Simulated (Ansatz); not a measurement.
# CH₆BNOSe: a ladder of functionals and wavefunction methods

Aim: compute CH₆BNOSe with functionals from several rungs and with coupled cluster, and see how far each lands from CCSD(T) at the basis-set limit for the atomisation energy.

Method: functionals in def2-TZVPP, the program's frozen cores in correlated methods; program: Ansatz 0.2.0, Gaussian basis.

Plan: PBE-D4, r2SCAN-D4, PBE0-D4, B3LYP-D4, ωB97X-V, ωB97M-V, B2PLYP; CCSD(T)/def2-TZVPP; MP2/def2-QZVPP; extrapolation to the limit.

### 1 The relaxed structure

The geometry comes from an earlier relaxation with PBE0-D4 in a triple-zeta def2 set; it is a stationary point, not always the lowest conformer.

SMILES `B[Se]C(N)O`, 11 atoms, charge 0, spin multiplicity 1.

Atoms are counted from 1 here; the program's logs count them from 0.

Bond lengths: B1–Se2 1.879 Å, B1–H6 1.191 Å, B1–H7 1.197 Å, Se2–C3 2.004 Å, C3–N4 1.425 Å, C3–O5 1.388 Å, C3–H8 1.090 Å, N4–H9 1.012 Å, N4–H10 1.014 Å, O5–H11 0.965 Å. Angles: Se2–B1–H6 116.6°, Se2–B1–H7 122.5°, H6–B1–H7 120.8°, B1–Se2–C3 101.6°, Se2–C3–N4 106.7°, Se2–C3–O5 113.2°, Se2–C3–H8 104.1°, N4–C3–O5 117.1°, N4–C3–H8 109.3°, O5–C3–H8 105.5°, C3–N4–H9 112.4°, C3–N4–H10 110.5°, H9–N4–H10 109.3°, C3–O5–H11 108.9°.

### 2 PBE-D4 (GGA)

Input file in.yaml:

```yaml
crystal:
  periodic: [false, false, false]
  atoms:
    - {symbol: B, position_ang: [0.027842, 1.766967, 1.082593]}
    - {symbol: Se, position_ang: [-1.225718, 0.367858, 1.045242]}
    - {symbol: C, position_ang: [-0.239085, -1.028577, -0.000241]}
    - {symbol: N, position_ang: [-0.648047, -0.889534, -1.358662]}
    - {symbol: O, position_ang: [1.125740, -1.036984, 0.252353]}
    - {symbol: H, position_ang: [-0.310226, 2.772686, 1.623247]}
    - {symbol: H, position_ang: [1.112078, 1.673310, 0.584258]}
    - {symbol: H, position_ang: [-0.615077, -1.972564, 0.395015]}
    - {symbol: H, position_ang: [-0.457637, 0.034128, -1.725906]}
    - {symbol: H, position_ang: [-0.189042, -1.582299, -1.939528]}
    - {symbol: H, position_ang: [1.484571, -0.162090, 0.062329]}
basis:
  gaussian: {orbitals: def2-TZVPP}
hamiltonian: {xc: pbe, dispersion: d4}
output: {forces: true, orbitals: {seedname: orbitals}}
```

The run is started by

```console
ansatz run in.yaml --threads 4 --pin off --events-out ev --progress --plain --max-ram 10444MiB
```

The runs that follow: r2SCAN-D4 (meta-GGA); PBE0-D4 (hybrid); B3LYP-D4 (hybrid); ωB97X-V (range-separated); ωB97M-V (range-separated); B2PLYP (double hybrid); CCSD(T) in def2-TZVPP; MP2 in def2-QZVPP.

**Question.** What will the summary of the whole plan be? Wanted: atomisation energy, CCSD(T)/CBS; farthest; mean size of error, hybrid; mean size of error, range-separated; gap, smallest and largest; T1 diagnostic; triples share of the correlation energy.

The runs gave:

| quantity | value |
| --- | --- |
| atomisation energy, CCSD(T)/CBS | 921.4 kcal/mol |
| functionals within 9.2 kcal/mol (1.0 %) | r2SCAN-D4, PBE0-D4, B3LYP-D4, ωB97X-V, ωB97M-V |
| farthest | PBE-D4 (+27.7 kcal/mol) |
| mean size of error, hybrid | 2.7 kcal/mol |
| mean size of error, range-separated | 2.0 kcal/mol |
| gap, smallest and largest | 3.77 eV (PBE-D4), 10.36 eV (ωB97X-V) |
| T1 diagnostic | 0.0133 |
| triples share of the correlation energy | 3.9 % |

PBE-D4 misses by +27.7 kcal/mol. Double hybrids carry the basis error of their MP2 part in triple zeta, and no dispersion term here, so their miss is partly the set-up's. Misses under about 9.2 kcal/mol are within the doubt on the reference itself, which lacks core-valence correlation, relativity and higher excitations, and its outer-core shells are covered unevenly. All levels share the lack of spin-orbit coupling, which lowers the free heavy atoms and so the true binding. Hartree-Fock recovers 68 % of the binding; the rest is correlation. Orbital gaps span 3.8 to 10.4 eV; exact exchange widens them. Correlated methods include outer-core shells of Se, which these sets cover unevenly.
